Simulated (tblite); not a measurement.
# C5H14BNO2: the cost of one run

The runs use tblite 0.8.0 and PySCF 2.14.0, with density-fitted response routines of our own; the level of theory stands in each step. All values are computed, except where a source is named. Atoms are numbered from 0 throughout.

### Step 1. The starting structure

23 atoms, charge 0, multiplicity 1; geometry from: force field or distance geometry start.

Bonds of the start (Å): C0–C1 1.52, C1–C2 1.55, C2–C3 1.52, C2–O4 1.41, O4–B5 1.48, B5–N6 1.53, B5–O7 1.48, O7–C8 1.40, C0–H9 1.11, C0–H10 1.11, C0–H11 1.12, C1–H12 1.13, C1–H13 1.10, C2–H14 1.13, C3–H15 1.13, C3–H16 1.11, C3–H17 1.11, N6–H18 1.05, N6–H19 1.04, C8–H20 1.12, C8–H21 1.12, C8–H22 1.10.

### Step 2. Optimising the geometry with GFN2-xTB

The job: settings as JSON, then the geometry in Å.

```
{"job": {"kind": "relax", "xc": "GFN2-xTB", "basis": "xTB"}, "charge": 0, "multiplicity": 1}
C     -2.387700     1.486000     0.427000
C     -2.240400    -0.018200     0.263900
C     -0.823400    -0.400300    -0.229900
C     -0.755100    -1.903800    -0.474000
O      0.119600    -0.016200     0.751400
B      1.388300     0.382300     0.104300
N      1.628400     1.836300    -0.299300
O      2.447400    -0.619200    -0.128700
C      3.268000    -0.698300     1.008500
H     -1.688700     1.879900     1.189200
H     -2.219400     1.996100    -0.544600
H     -3.433100     1.716600     0.765000
H     -2.430200    -0.507300     1.266100
H     -2.998900    -0.385300    -0.448100
H     -0.701800     0.125100    -1.218100
H     -0.910600    -2.457500     0.501500
H      0.241700    -2.180600    -0.872100
H     -1.528500    -2.237100    -1.196400
H      0.758900     2.371900    -0.064600
H      1.736500     1.847600    -1.328600
H      3.776400     0.279600     1.207700
H      2.690700    -1.024300     1.906800
H      4.057000    -1.446300     0.836100
```

The run is started by

```bash
$ OMP_NUM_THREADS=1 python probes_run.py task.json out
```

The driver reads the jobs from task.json and runs them one after another.

Q: Estimate the wall time of this first job on 1 thread of Arm Neoverse N1, shared host.

About 2.1 s.
